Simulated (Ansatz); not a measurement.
# C2H4SZn: one species, many methods

One table from this session's results is given with a row withheld; the runs are named, their logs left out.

Computed with Ansatz 0.2.0, Gaussian basis. Level: functionals in def2-TZVPP, the program's frozen cores in correlated methods.

Levels to be run: LDA (SPW92), PBE-D4, revPBE-D4, BLYP-D4, r2SCAN-D4, B97M-V, PBE0-D4, B3LYP-D4, r2SCANh-D4, r2SCAN0-D4, HSE06-D4, BHLYP-D4, CAM-B3LYP-D4, LC-ωPBE, ωB97X-V, ωB97M-V, B2PLYP, PBE-QIDH; CCSD(T)/def2-SVP; CCSD(T)/def2-TZVPP; MP2/def2-QZVPP; extrapolation to the limit; RPA on PBE.

## Structure used throughout

The geometry comes from an earlier relaxation with PBE0-D4 in a triple-zeta def2 set; it is a stationary point, not always the lowest conformer.

SMILES `C[C](=S)[ZnH]`, 8 atoms, charge 0, spin multiplicity 1.

Atoms are counted from 1 here; the program's logs count them from 0.

Bond lengths: C1–C2 1.480 Å, C1–H5 1.096 Å, C1–H6 1.096 Å, C1–H7 1.093 Å, C2–S3 1.633 Å, C2–Zn4 1.942 Å, Zn4–H8 1.531 Å. Angles: C2–C1–H5 109.5°, C2–C1–H6 109.6°, C2–C1–H7 112.7°, H5–C1–H6 105.5°, H5–C1–H7 109.7°, H6–C1–H7 109.7°, C1–C2–S3 123.3°, C1–C2–Zn4 136.4°, S3–C2–Zn4 100.3°, C2–Zn4–H8 173.8°.

The first run:

File in.yaml:

```yaml
crystal:
  periodic: [false, false, false]
  atoms:
    - {symbol: C, position_ang: [0.157845, 1.211035, -0.246330]}
    - {symbol: C, position_ang: [0.320093, -0.230528, 0.044792]}
    - {symbol: S, position_ang: [1.775464, -0.957645, 0.183259]}
    - {symbol: Zn, position_ang: [-0.856305, -1.743387, 0.358568]}
    - {symbol: H, position_ang: [-0.435715, 1.335989, -1.159195]}
    - {symbol: H, position_ang: [-0.428282, 1.682472, 0.550789]}
    - {symbol: H, position_ang: [1.114600, 1.729068, -0.355588]}
    - {symbol: H, position_ang: [-1.647700, -3.026994, 0.623694]}
basis:
  gaussian: {orbitals: def2-TZVPP}
hamiltonian: {xc: lda}
output: {orbitals: {seedname: orbitals}}
```

Started as:

```console
> ansatz run in.yaml --threads 4 --pin off --events-out ev --progress --plain --max-ram 10444MiB
```

Among the steps run: LDA; PBE-D4 (GGA); revPBE-D4 (GGA); BLYP-D4 (GGA); r2SCAN-D4 (meta-GGA); B97M-V (meta-GGA); B3LYP-D4 (hybrid); r2SCANh-D4 (hybrid); r2SCAN0-D4 (hybrid); HSE06-D4 (hybrid); BHLYP-D4 (hybrid); CAM-B3LYP-D4 (range-separated); LC-ωPBE (range-separated); ωB97X-V (range-separated); ωB97M-V (range-separated); B2PLYP (double hybrid); PBE-QIDH (double hybrid).

One of the session's tables, all rows but one given; the rest of the session is left out.

It belongs to the step «Orbital energies across the functionals». 

```
  functional  HOMO (eV)  LUMO (eV)  gap (eV)
 LDA (SPW92)      -5.20      -3.46      1.74
      PBE-D4      -5.05      -3.26      1.79
   revPBE-D4      -4.98      -3.18      1.80
     BLYP-D4      -4.91      -3.10      1.81
   r2SCAN-D4      -5.22      -3.13      2.08
      B97M-V      -5.28      -3.06      2.22
     PBE0-D4      -6.11      -2.30      3.81
    B3LYP-D4      -5.92      -2.50      3.42
  r2SCANh-D4      -5.62      -2.77      2.85
  r2SCAN0-D4      -6.23      -2.24      3.99
    HSE06-D4      -5.71      -2.68      3.03
    BHLYP-D4      -7.08      -1.22      5.87
CAM-B3LYP-D4      -7.38      -1.14      6.24
     LC-ωPBE          ?          ?         ?
     ωB97X-V      -8.36      -0.11      8.25
     ωB97M-V      -8.22      -0.18      8.04
```

Q: Estimate the row for LC-ωPBE from the others.

**Answer.** HOMO (eV): -8.69; LUMO (eV): -0.05; gap (eV): 8.63. In the column «HOMO (eV)» it is the lowest.
